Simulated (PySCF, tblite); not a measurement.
# CH₇FGe₂: geometry, NMR shifts and spin-spin couplings

Wanted: the NMR shifts and spin-spin couplings of CH₇FGe₂ (`F[CH2][GeH2][GeH3]`), by calculation.

Computed with tblite 0.8.0 and PySCF 2.14.0, with density-fitted response routines of our own, on a single molecule in the gas phase. Atoms are numbered from 0 throughout.

### 1 The molecule as given

11 atoms, charge 0, multiplicity 1; geometry from: force field or distance geometry start.

Bonds of the start (Å): F0–C1 1.38, C1–Ge2 1.94, Ge2–Ge3 2.41, C1–H4 1.13, C1–H5 1.11, Ge2–H6 1.54, Ge2–H7 1.56, Ge3–H8 1.54, Ge3–H9 1.55, Ge3–H10 1.54.

### 2 Geometry optimisation with GFN2-xTB, one coordinate held

The job: settings as JSON, then the geometry in Å.

```
{"job": {"kind": "relax", "xc": "GFN2-xTB", "basis": "xTB"}, "charge": 0, "multiplicity": 1}
F     -1.697100    -1.559700     0.059500
C     -1.587700    -0.334400     0.691000
Ge    -0.348000     0.791800    -0.291300
Ge    -1.213300     1.140900    -2.512400
H     -1.189600    -0.499500     1.732800
H     -2.581300     0.150700     0.755000
H      1.030500     0.112000    -0.380500
H     -0.214300     2.167300     0.426900
H     -2.597500     1.810500    -2.415800
H     -1.355400    -0.237800    -3.211000
H     -0.242200     2.036300    -3.303400
```

Started as:

```bash
$ OMP_NUM_THREADS=1 python probes_run.py task.json out
```

The driver reads the jobs from task.json and runs them one after another.

Log:

```text
step      E/eV     max force
  0    -388.39203    1.417
  1    -388.46962    0.756
  2    -388.53160    0.718
  3    -388.56036    0.619
  4    -388.57673    0.368
  5    -388.58106    0.237
  6    -388.58674    0.343
  7    -388.59170    0.373
  8    -388.59700    0.280
  9    -388.59993    0.200
 10    -388.60175    0.103
 11    -388.60319    0.132
 12    -388.60448    0.103
 13    -388.60534    0.089
 14    -388.60573    0.049
 15    -388.60585    0.040
 16    -388.60592    0.039
 17    -388.60603    0.038
 18    -388.60619    0.053
 19    -388.60639    0.056
 20    -388.60653    0.037
 21    -388.60660    0.017
 22    -388.60663    0.017
 23    -388.60666    0.020
 24    -388.60670    0.022
 25    -388.60674    0.019
 26    -388.60677    0.016
 27    -388.60680    0.015
 28    -388.60682    0.013
 29    -388.60684    0.015
 30    -388.60686    0.017
 31    -388.60688    0.023
 32    -388.60690    0.025
 33    -388.60693    0.023
 34    -388.60696    0.023
 35    -388.60699    0.028
 36    -388.60703    0.033
 37    -388.60708    0.036
 38    -388.60712    0.035
 39    -388.60714    0.033
 40    -388.60716    0.030
 41    -388.60719    0.024
 42    -388.60722    0.021
 43    -388.60725    0.012
 44    -388.60726    0.009
```

One coordinate is held by a constraint (a dihedral, as typed in the start), so the force along it need not vanish.

The steps of the relaxation: (not every step is listed)

```csv
step,energy from step 0 (eV),largest force (eV/Å)
0,0.0000,1.4169
1,-0.0776,0.7562
2,-0.1396,0.7177
3,-0.1683,0.6194
4,-0.1847,0.3685
5,-0.1890,0.2374
6,-0.1947,0.3433
7,-0.1997,0.3735
8,-0.2050,0.2804
11,-0.2112,0.1317
14,-0.2137,0.0494
17,-0.2140,0.0384
20,-0.2145,0.0366
23,-0.2146,0.0199
26,-0.2147,0.0164
29,-0.2148,0.0148
32,-0.2149,0.0252
35,-0.2150,0.0277
38,-0.2151,0.0345
39,-0.2151,0.0333
40,-0.2151,0.0303
41,-0.2152,0.0242
42,-0.2152,0.0209
43,-0.2152,0.0117
44,-0.2152,0.0090
```

Distances of close pairs at the start and the end, largest changes first:

```csv
bond,before (Å),after (Å),change (Å)
Ge3–H9,1.552,1.494,-0.058
C1–Ge2,1.942,1.991,+0.049
Ge2–H7,1.557,1.511,-0.047
Ge3–H10,1.540,1.498,-0.042
Ge3–H8,1.541,1.500,-0.041
C1–H4,1.127,1.092,-0.036
Ge2–H6,1.540,1.507,-0.033
Ge2–Ge3,2.409,2.379,-0.030
```

The final coordinates are the input of the step that follows.

### 3 Shielding tensors: PBE0/pcSseg-1

The job: settings as JSON, then the geometry in Å.

```
{"job": {"kind": "nmr", "xc": "PBE0", "basis": "pcSseg-1", "pop": true}, "charge": 0, "multiplicity": 1}
F     -1.672346    -1.536518     0.101384
C     -1.576917    -0.323268     0.755786
Ge    -0.355383     0.815886    -0.327021
Ge    -1.198323     1.144484    -2.527088
H     -1.204786    -0.531912     1.760698
H     -2.591748     0.075401     0.829169
H      0.989273     0.136647    -0.301067
H     -0.155339     2.102122     0.439800
H     -2.541076     1.812427    -2.526344
H     -1.371228    -0.132413    -3.283453
H     -0.312015     2.011318    -3.367390
```

Level: GIAO PBE0/pcSseg-1 NMR shielding, non-relativistic, gas phase.

Log:

```text
coarse grid: 42616 points
cycle   1  E = -4294.9263871566  dE = -1.190e+00  |g| = 1.219e+00  |ddm| = 3.046e+00
cycle   2  E = -4294.8792210234  dE =  4.717e-02  |g| = 1.255e+00  |ddm| = 1.101e+00
cycle   3  E = -4295.0162810322  dE = -1.371e-01  |g| = 1.611e-01  |ddm| = 7.381e-01
cycle   4  E = -4295.0194875440  dE = -3.207e-03  |g| = 6.467e-02  |ddm| = 1.095e-01
cycle   5  E = -4295.0199930655  dE = -5.055e-04  |g| = 6.437e-03  |ddm| = 3.474e-02
cycle   6  E = -4295.0200012231  dE = -8.158e-06  |g| = 1.801e-03  |ddm| = 7.836e-03
final grid: 86496 points
cycle   7  E = -4295.0200053985  dE =  2.933e-07  |g| = 2.167e-03  |ddm| = 3.787e-03
cycle   8  E = -4295.0200047210  dE =  6.774e-07  |g| = 2.807e-03  |ddm| = 4.220e-03
cycle   9  E = -4295.0200066434  dE = -1.922e-06  |g| = 2.413e-04  |ddm| = 2.227e-03
cycle  10  E = -4295.0200066516  dE = -8.233e-09  |g| = 4.204e-05  |ddm| = 1.623e-04
cycle  11  E = -4295.0200066518  dE = -2.292e-10  |g| = 2.351e-06  |ddm| = 2.489e-05
converged SCF energy = -4295.0200066518

GIAO shielding tensors (ppm)
atom      isotropic    diamagn.    paramagn.     s11        s22        s33       span
  0 F      456.844     474.464     -17.620    391.780    484.009    494.743    102.963
  1 C      105.883     245.914    -140.031     51.847     85.688    180.113    128.266
  2 Ge    1575.091    2756.043   -1180.951   1484.008   1572.820   1668.447    184.439
  3 Ge    1688.201    2754.170   -1065.969   1665.810   1683.664   1715.129     49.319
  4 H       26.280      29.560      -3.280     21.062     26.706     31.072     10.010
  5 H       26.490      28.618      -2.127     21.545     26.777     31.149      9.604
  6 H       27.743      29.582      -1.840     21.075     22.445     39.709     18.634
  7 H       27.873      29.398      -1.525     21.058     22.410     40.152     19.094
  8 H       28.409      27.987       0.423     21.554     22.745     40.929     19.376
  9 H       28.348      28.166       0.182     21.305     23.075     40.665     19.360
 10 H       28.463      27.974       0.489     21.527     22.578     41.284     19.757
```

Run time: 30 s. Hardware: 1 thread, shared host.

Shifts follow as δ = σ(reference) − σ, with reference shieldings (ppm) from runs at the same level and on the same kind of geometry: 1H TMS 31.72, 13C TMS 186.9, 19F CFCl3 170.9, 73Ge GeMe4 1331. The references are single molecules in the gas phase, so shifts against H2O, NH3, PH3, H3PO4 or CFCl3 are not on the usual liquid scales and can be off by tens of ppm. Each atom is listed at this fixed geometry, with no averaging over motion; a spectrum would average atoms that exchange fast.

```csv
atoms,environment,σ (ppm),δ (ppm)
C1,sp3 CH2 bonded to F and Ge,105.9,81.0
H4,hydrogen on an sp3 CH2 bonded to F and Ge,26.28,5.44
H5,hydrogen on an sp3 CH2 bonded to F and Ge,26.49,5.23
H6,"hydrogen on a germanium bonded to C, Ge",27.74,3.97
H7,"hydrogen on a germanium bonded to C, Ge",27.87,3.84
H9,hydrogen on a germanium bonded to Ge,28.35,3.37
H8,hydrogen on a germanium bonded to Ge,28.41,3.31
H10,hydrogen on a germanium bonded to Ge,28.46,3.25
F0,fluorine on an sp3 carbon,456.8,-285.9
Ge2,"germanium bonded to C, Ge, 2 H",1575,-244
Ge3,"germanium bonded to Ge, 3 H",1688,-357
```

Charges from the same density, by scheme (e):

```csv
atoms,Mulliken,IAO,Hirshfeld,ESP fit
F0,-0.34,-0.32,-0.13,-0.23
C1,-0.08,-0.19,-0.06,-0.02
Ge2,0.13,0.37,0.24,0.19
Ge3,0.02,0.21,0.21,0.12
```

Mayer bond orders: F0–C1 0.84, C1–Ge2 0.92, Ge2–Ge3 0.93.

### 4 J couplings: B3LYP/pcSseg-1+pcJ-1

Settings changed since step 3:

```diff
@@ -1,2 +1,2 @@
-{"job": {"kind": "nmr", "xc": "PBE0", "basis": "pcSseg-1", "pop": true}, "charge": 0, "multiplicity": 1}
+{"job": {"kind": "j", "xc": "B3LYP", "basis": "pcJ-1"}, "charge": 0, "multiplicity": 1}
 F     -1.672346    -1.536518     0.101384
```

Level: B3LYP/pcJ-1 Ge:pcSseg-1 indirect spin-spin coupling, non-relativistic, gas phase.

Log:

```text
coarse grid: 42616 points
cycle   1  E = -4295.7137884988  dE = -1.187e+00  |g| = 1.316e+00  |ddm| = 2.840e+00
cycle   2  E = -4295.6382458252  dE =  7.554e-02  |g| = 1.435e+00  |ddm| = 1.258e+00
cycle   3  E = -4295.8176710860  dE = -1.794e-01  |g| = 1.987e-01  |ddm| = 8.829e-01
cycle   4  E = -4295.8225239392  dE = -4.853e-03  |g| = 7.926e-02  |ddm| = 1.372e-01
cycle   5  E = -4295.8232383931  dE = -7.145e-04  |g| = 9.460e-03  |ddm| = 4.346e-02
cycle   6  E = -4295.8232572024  dE = -1.881e-05  |g| = 2.716e-03  |ddm| = 1.146e-02
cycle   7  E = -4295.8232590674  dE = -1.865e-06  |g| = 6.813e-04  |ddm| = 2.608e-03
final grid: 86496 points
cycle   8  E = -4295.8232672127  dE =  1.665e-08  |g| = 8.535e-04  |ddm| = 1.784e-03
cycle   9  E = -4295.8232671043  dE =  1.084e-07  |g| = 1.131e-03  |ddm| = 1.614e-03
cycle  10  E = -4295.8232673742  dE = -2.699e-07  |g| = 8.417e-05  |ddm| = 8.672e-04
cycle  11  E = -4295.8232673755  dE = -1.277e-09  |g| = 1.876e-05  |ddm| = 6.796e-05
cycle  12  E = -4295.8232673756  dE = -6.003e-11  |g| = 2.144e-06  |ddm| = 1.250e-05
converged SCF energy = -4295.8232673756

Indirect spin-spin couplings (Hz)
  i      j    bonds     total        FC       PSO       DSO        SD
  0 F    1 C    1   -229.058  -291.720    37.580     0.975    24.107
  0 F    4 H    2     53.631    42.535    14.494    -0.594    -2.804
  0 F    5 H    2     53.509    42.531    14.326    -0.496    -2.852
  0 F    6 H    3      3.286     2.857     0.871    -0.164    -0.277
  0 F    7 H    3     41.468    44.068     0.576    -3.092    -0.084
  0 F    8 H    4      0.156     0.306     0.539    -0.600    -0.089
  0 F    9 H    4      0.188    -0.080    -0.638     0.856     0.050
  0 F   10 H    4     -0.176     1.360     0.697    -2.174    -0.059
  1 C    4 H    1    157.534   156.494    -0.262     1.302         -
  1 C    5 H    1    154.198   153.089    -0.220     1.329         -
  1 C    6 H    2      1.988     2.384    -0.016    -0.380         -
  1 C    7 H    2     12.550    12.909    -0.001    -0.358         -
  1 C    8 H    3     -0.396    -0.285    -0.029    -0.081         -
  1 C    9 H    3     -0.680    -0.574     0.048    -0.154         -
  1 C   10 H    3      7.593     8.158     0.164    -0.729         -
  4 H    5 H    2    -10.621   -11.579     2.406    -1.449         -
  4 H    6 H    3      1.072     1.177     0.150    -0.255         -
  4 H    7 H    3     -0.739    -0.546     0.204    -0.396         -
  4 H    8 H    4     -0.906    -0.337     0.827    -1.396         -
  4 H    9 H    4     -0.627    -0.050     0.935    -1.512         -
  4 H   10 H    4      1.317     2.736     0.917    -2.336         -
  5 H    6 H    3      8.077    10.013     1.672    -3.607         -
  5 H    7 H    3     -1.208    -0.877     0.330    -0.662         -
  5 H    8 H    4      0.383    -0.041    -0.456     0.881         -
  5 H    9 H    4     -0.225     0.149     0.282    -0.657         -
  5 H   10 H    4     -2.288    -0.580     0.717    -2.425         -
  6 H    7 H    2      1.169     3.649     0.937    -3.416         -
  6 H    8 H    3     15.032    18.074     1.122    -4.164         -
  6 H    9 H    3     -1.972    -1.199     0.278    -1.051         -
  6 H   10 H    3     -1.985    -1.190     0.292    -1.087         -
  7 H    8 H    3     -1.861    -1.080     0.293    -1.074         -
  7 H    9 H    3     14.217    17.264     1.123    -4.170         -
  7 H   10 H    3     -1.785    -1.037     0.285    -1.032         -
  8 H    9 H    2     -0.072     2.690     1.140    -3.902         -
  8 H   10 H    2     -0.909     1.801     1.156    -3.866         -
  9 H   10 H    2     -0.136     2.658     1.174    -3.969         -
```

It took 68 s on 1 thread, shared host.

A choice of the couplings up to four bonds, sorted by the number of bonds; isotopes 13C, 19F, 1H:

```csv
pair,bonds,J (Hz),Fermi contact (Hz),dihedral (°)
F0–C1,1,-229.1,-291.7,–
C1–H4,1,157.5,156.5,–
C1–H5,1,154.2,153.1,–
F0–H4,2,53.6,42.5,–
F0–H5,2,53.5,42.5,–
C1–H7,2,12.6,12.9,–
H4–H5,2,-10.6,-11.6,–
C1–H6,2,2.0,2.4,–
H6–H7,2,1.2,3.6,–
F0–H7,3,41.5,44.1,-175
H6–H8,3,15.0,18.1,180
H7–H9,3,14.2,17.3,179
H5–H6,3,8.1,10.0,179
C1–H10,3,7.6,8.2,179
F0–H6,3,3.3,2.9,-64
H6–H10,3,-2.0,-1.2,-61
H6–H9,3,-2.0,-1.2,60
H7–H8,3,-1.9,-1.1,-61
H5–H10,4,-2.3,-0.6,–
H4–H10,4,1.3,2.7,–
```

The spin-dipole term was solved for some atoms only; pairs without it lack that part.

The response was solved for the nuclei of C, F, H alone, so couplings that need other nuclei can be missing.

Quadrupole couplings from the field gradients of the same density:

```csv
atom,isotope,eQq/h (MHz),η
Ge2,73Ge,-14.3,0.51
Ge3,73Ge,-12.3,0.36
```

### 5 Results

| quantity | value |
| --- | --- |
| 13C shifts against TMS (PBE0/pcSseg-1) | 81.0 ppm |
| 1H shifts against TMS (PBE0/pcSseg-1) | 5.44, 5.23, 3.97, 3.84, 3.37, 3.31, 3.25 ppm |
| 19F shifts against CFCl3 (PBE0/pcSseg-1) | -285.9 ppm |
| 73Ge shifts against GeMe4 (PBE0/pcSseg-1) | -244, -357 ppm |
| largest coupling of the table (B3LYP/pcSseg-1+pcJ-1) | 1J(F,C) F0–C1, -229.1 Hz |

Over 44 steps the energy fell by 0.215 eV; of the close pairs, Ge3–H9 changed most, 1.552 to 1.494 Å. Shifts at one fixed geometry are not the observed spectrum, which averages over the motion. The geometry holds a dihedral fixed, so it need not be a minimum. At PBE0/pcSseg-1: The widest tensor belongs to Ge2: span 184 ppm, with a paramagnetic part of -1181 ppm. In the run at B3LYP/pcSseg-1+pcJ-1, the largest coupling of the table is F0–C1, -229.1 Hz, of which the Fermi-contact term gives -291.7 Hz. Spin-orbit coupling is left out, which matters for shieldings and couplings at and beside the heavy atoms.
